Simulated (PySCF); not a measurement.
# BeHF₃, a complex of two parts: interaction energy

One table from this session's results is given with a row withheld; the runs are named, their logs left out.

Programs: PySCF 2.14.0. All values are calculated, for the isolated system unless a continuum is named. Atoms count from 0, parts from 1.

### Starting point

5 atoms, charge 0, multiplicity 1; geometry: GFN2-xTB. Parts: 1 = atoms 0–2, `[F][Be][F]`, charge 0; 2 = atoms 3–4, `F`, charge 0.

Set-up of the first run:

The job: settings as JSON, then the geometry in Å.

```
{"job": {"xc": "PBE0", "basis": "def2-SVPD", "d3": "d3bj", "grid": 2, "kind": "geom"}, "charge": 0, "multiplicity": 1, "parts": [{"atoms": "0-2", "charge": 0, "multiplicity": 1}, {"atoms": "3-4", "charge": 0, "multiplicity": 1}]}
F     -1.434804    -0.236832     0.179474
Be    -0.167297     0.326390    -0.006817
F      1.203054     0.200424    -0.123000
F     -0.783726     2.080495    -0.152878
H     -1.717584     2.131449    -0.069908
```

Started as:

```sh
$ OMP_NUM_THREADS=1 python cluster_run.py task.json out
```

The driver reads the jobs from task.json and runs them one after another.

Steps of the session up to this table: Geometry optimisation at PBE0-D3(BJ)/def2-SVPD; Coupled-cluster interaction energy: CCSD(T) and MP2.

One of the session's tables, all rows but one given; the rest of the session is left out.

It belongs to the step «Coupled-cluster interaction energy: CCSD(T) and MP2». 

```
                 method  interaction energy (kcal/mol)
         HF/aug-cc-pVDZ                         -14.23
        MP2/aug-cc-pVDZ                         -12.69
       CCSD/aug-cc-pVDZ                         -13.23
    CCSD(T)/aug-cc-pVDZ                              ?
         HF/aug-cc-pVTZ                         -14.86
        MP2/aug-cc-pVTZ                         -14.35
    SCS-MP2/aug-cc-pVTZ                         -13.76
      MP2, extrapolated                         -14.78
CCSD(T), limit estimate                         -15.27
```

**Question.** Estimate the row for CCSD(T)/aug-cc-pVDZ.

The run gave: interaction energy (kcal/mol): -13.18. In the column «interaction energy (kcal/mol)» it lies between CCSD/aug-cc-pVDZ (-13.23) and MP2/aug-cc-pVDZ (-12.69).

In this run the core of Be (1s) is correlated, in a basis without core functions; only the other cores are frozen.

Limits of these values: The interaction energy leaves out the deformation of the parts, 5.62 kcal/mol (MP2); added to the CCSD(T) estimate it gives a binding of about -9.65 kcal/mol.
